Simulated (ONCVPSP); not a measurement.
**An ONCV potential for terbium, from input to tests**

Do these settings give a usable potential? It is generated, then checked for transferability, scattering, ghosts and hardness.

Method: ONCVPSP 4.0.1, LDA (Perdew-Wang 92), scalar-relativistic.

### 1 Starting point

Typed settings, in words:

```json
{"element": "terbium (Tb, Z = 65)", "type": "optimised norm-conserving Vanderbilt (ONCV)", "frozen core": "[Kr] 4d10 4f8", "valence charge": "11", "reference configuration": "5s2 5p6 5d1 6s2", "partial waves": "5s+6s: rc 2.35 bohr, ncon 4, nbas 7, qcut 4.7 1/bohr, 2 projectors; 5p: rc 2.25 bohr, ncon 4, nbas 8, qcut 7 1/bohr, 2 projectors, debl 2.8 Ha; 5d: rc 2.55 bohr, ncon 4, nbas 9, qcut 4.1 1/bohr, 2 projectors, debl 2.3 Ha", "local potential": "polynomial inside 1.65 bohr (lpopt 5, dvloc0 0 Ha)", "core correction": "Teter function, fcfact 5.25, rcfact 1.4"}
```

The outer shells as boxes (Hund's rule for the drawing; the calculation is spin-unpolarised):

```
[Kr] core
4d [↑↓][↑↓][↑↓][↑↓][↑↓]
4f [↑↓][↑ ][↑ ][↑ ][↑ ][↑ ][↑ ]
5s [↑↓]
5p [↑↓][↑↓][↑↓]
5d [↑ ][  ][  ][  ][  ]
6s [↑↓]
```

### 2 Generating the potential

Contents of Tb.dat:

```
# ATOM AND REFERENCE CONFIGURATION
# atsym  z   nc   nv     iexc    psfile
  Tb 65.00   10    4  -001012      upf
#
#   n    l    f
    1    0    2.00
    2    0    2.00
    2    1    6.00
    3    0    2.00
    3    1    6.00
    3    2   10.00
    4    0    2.00
    4    1    6.00
    4    2   10.00
    4    3    8.00
    5    0    2.00
    5    1    6.00
    5    2    1.00
    6    0    2.00
#
# PSEUDOPOTENTIAL AND OPTIMIZATION
# lmax
    2
#
#   l,   rc,      ep,       ncon, nbas, qcut
    0    2.35    0.00    4    7    4.70
    1    2.25    0.00    4    8    7.00
    2    2.55    0.00    4    9    4.10
#
# LOCAL POTENTIAL
# lloc, lpopt,  rc(5),   dvloc0
    4    5    1.65    0.00
#
# VANDERBILT-KLEINMAN-BYLANDER PROJECTORs
# l, nproj, debl
    0    2    2.60
    1    2    2.80
    2    2    2.30
#
# MODEL CORE CHARGE
# icmod, fcfact, rcfact
    3    5.25    1.40
#
# LOG DERIVATIVE ANALYSIS
# epsh1, epsh2, depsh
   -3.00    5.00    0.02
#
# OUTPUT GRID
# rlmax, drl
    6.00    0.01
#
# TEST CONFIGURATIONS
# ncnf
    4
# nvcnf
#   n    l    f
    4
    5    0    2.00
    5    1    6.00
    5    2    1.00
    6    0    1.00
#
    4
    5    0    2.00
    5    1    6.00
    5    2    1.00
    6    0    0.00
#
    4
    5    0    2.00
    5    1    6.00
    5    2    0.00
    6    0    0.00
#
    4
    5    0    2.00
    5    1    6.00
    5    2    0.00
    6    0    2.00
#
```

Run with:

```
$ oncvpsp.x < Tb.dat > Tb.out
```

**Question.** What will these runs give? Wanted: cutoffs for 1 and 0.1 mHa per electron, occupied waves; bound ghosts; GHOST(+) flags; largest test error; largest phase difference near zero energy, channels read; rms error of d²Exc/dn², without and with the model core.

As calculated:

| quantity | value |
| --- | --- |
| cutoffs for 1 and 0.1 mHa per electron, occupied waves | 11 Ha and 16 Ha |
| bound ghosts | none found |
| GHOST(+) flags | d at 142 eV |
| largest test error (AE − PS) | -16 meV, for 5s2 5p6 5d0 6s2 (1 test unsolved) |
| largest phase difference near zero energy, channels read | 0.002 rad |
| rms error of d²Exc/dn², without and with the model core | 6.90 and 0.54 mHa |

**Reading.** By total energies transferability is good where solved: the largest error is 16 meV on 6.2 eV, for 5s2 5p6 5d0 6s2. Of the tests 1 gave no usable energy difference, which is a warning in itself. By its cutoff, 11 Ha for the looser tolerance, it is soft on the atom at that tolerance. At the looser tolerance the 5p wave is the slowest; 5d needs 7 Ha. The program's ghost test flags no bound state. Near zero energy the phases of the channels with partial waves agree within 0.002 rad. The program also flags highly localised states, GHOST(+) (d). Note that the frozen 4f shell (-9 eV) lies higher than the valence 5s shell (-51 eV). All of this concerns the isolated atom, not yet a solid.
